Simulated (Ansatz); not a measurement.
# C2H3FGe: up Jacob's ladder to CCSD(T)

Aim: compute C2H3FGe with functionals from several rungs and with coupled cluster, and see how far each lands from CCSD(T) at the basis-set limit for the atomisation energy.

Method: functionals in def2-TZVPP, the program's frozen cores in correlated methods; program: Ansatz 0.2.0, Gaussian basis.

The runs, in order: LDA (SPW92), PBE-D4, revPBE-D4, BLYP-D4, r2SCAN-D4, B97M-V, PBE0-D4, B3LYP-D4, r2SCANh-D4, r2SCAN0-D4, HSE06-D4, BHLYP-D4, CAM-B3LYP-D4, LC-ωPBE, ωB97X-V, ωB97M-V, B2PLYP, PBE-QIDH; CCSD(T)/def2-SVP; CCSD(T)/def2-TZVPP; MP2/def2-QZVPP; extrapolation to the limit; RPA on PBE.

### 1 The geometry

The geometry comes from an earlier relaxation with PBE0-D4 in a triple-zeta def2 set; it is a stationary point, not always the lowest conformer.

SMILES `FC#[C][GeH3]`, 7 atoms, charge 0, spin multiplicity 1.

Atoms are counted from 1 here; the program's logs count them from 0.

Bond lengths: F1–C2 1.269 Å, C2–C3 1.202 Å, C3–Ge4 1.894 Å, Ge4–H5 1.533 Å, Ge4–H6 1.533 Å, Ge4–H7 1.533 Å. Angles: F1–C2–C3 180.0°, C2–C3–Ge4 180.0°, C3–Ge4–H5 108.7°, C3–Ge4–H6 108.7°, C3–Ge4–H7 108.7°, H5–Ge4–H6 110.2°, H5–Ge4–H7 110.2°, H6–Ge4–H7 110.2°.

### 2 LDA

This LDA is Slater exchange with PW92 correlation.

Input file in.yaml:

```yaml
crystal:
  periodic: [false, false, false]
  atoms:
    - {symbol: F, position_ang: [1.476245, -2.445048, 1.545493]}
    - {symbol: C, position_ang: [0.901646, -1.490752, 0.937242]}
    - {symbol: C, position_ang: [0.356953, -0.587230, 0.361435]}
    - {symbol: Ge, position_ang: [-0.501144, 0.836384, -0.545679]}
    - {symbol: H, position_ang: [-1.543335, 0.250834, -1.505842]}
    - {symbol: H, position_ang: [-1.182558, 1.739490, 0.489223]}
    - {symbol: H, position_ang: [0.553493, 1.628523, -1.327472]}
basis:
  gaussian: {orbitals: def2-TZVPP}
hamiltonian: {xc: lda}
output: {orbitals: {seedname: orbitals}}
```

On the command line:

```bash
$ ansatz run in.yaml --threads 2 --pin off --events-out ev --progress --plain --max-ram 4352MiB
```

After this run come: PBE-D4 (GGA); revPBE-D4 (GGA); BLYP-D4 (GGA); r2SCAN-D4 (meta-GGA); B97M-V (meta-GGA); B3LYP-D4 (hybrid); r2SCANh-D4 (hybrid); r2SCAN0-D4 (hybrid); HSE06-D4 (hybrid); BHLYP-D4 (hybrid); CAM-B3LYP-D4 (range-separated); LC-ωPBE (range-separated); ωB97X-V (range-separated); ωB97M-V (range-separated); B2PLYP (double hybrid); PBE-QIDH (double hybrid); CCSD(T) in def2-SVP; CCSD(T) in def2-TZVPP; MP2 in def2-QZVPP; RPA on PBE orbitals.

**Question.** What will the summary of the whole plan be? Wanted: atomisation energy, CCSD(T)/CBS; farthest beyond LDA; mean size of error, GGA; mean size of error, meta-GGA; mean size of error, hybrid; mean size of error, range-separated; mean size of error, double hybrid; gap, smallest and largest; T1 diagnostic.

**Answer**, as computed:

| quantity | value |
| --- | --- |
| atomisation energy, CCSD(T)/CBS | 585.9 kcal/mol |
| functionals within 5.9 kcal/mol (1.0 %) | revPBE-D4, BLYP-D4, r2SCAN-D4, B97M-V, PBE0-D4, B3LYP-D4, r2SCANh-D4, HSE06-D4, CAM-B3LYP-D4, LC-ωPBE, ωB97X-V, ωB97M-V, B2PLYP, PBE-QIDH |
| farthest beyond LDA | BHLYP-D4 (-27.1 kcal/mol) |
| mean size of error, GGA | 6.6 kcal/mol |
| mean size of error, meta-GGA | 3.2 kcal/mol |
| mean size of error, hybrid | 8.1 kcal/mol |
| mean size of error, range-separated | 1.0 kcal/mol |
| mean size of error, double hybrid | 4.3 kcal/mol |
| gap, smallest and largest | 6.37 eV (LDA (SPW92)), 13.69 eV (LC-ωPBE) |
| T1 diagnostic | 0.0127 |
| triples share of the correlation energy | 3.9 % |

LDA overbinds by 102.6 kcal/mol (18 %). PBE-D4 misses by +17.2 kcal/mol. Double hybrids carry the basis error of their MP2 part in triple zeta, and no dispersion term here, so their miss is partly the set-up's. The rungs range-separated, meta-GGA, double hybrid miss on average by less than the doubt on the reference (5.9 kcal/mol), so they tie. Misses under about 5.9 kcal/mol are within the doubt on the reference itself, which lacks core-valence correlation, relativity and higher excitations, and its outer-core shells are covered unevenly. Hartree-Fock recovers 69 % of the binding; the rest is correlation. CCSD(T) in def2-SVP is off by -30.0 kcal/mol, more than most functionals: a good method in a small basis is no reference. Orbital gaps span 6.4 to 13.7 eV; exact exchange widens them. Correlated methods include outer-core shells of Ge, which these sets cover unevenly.
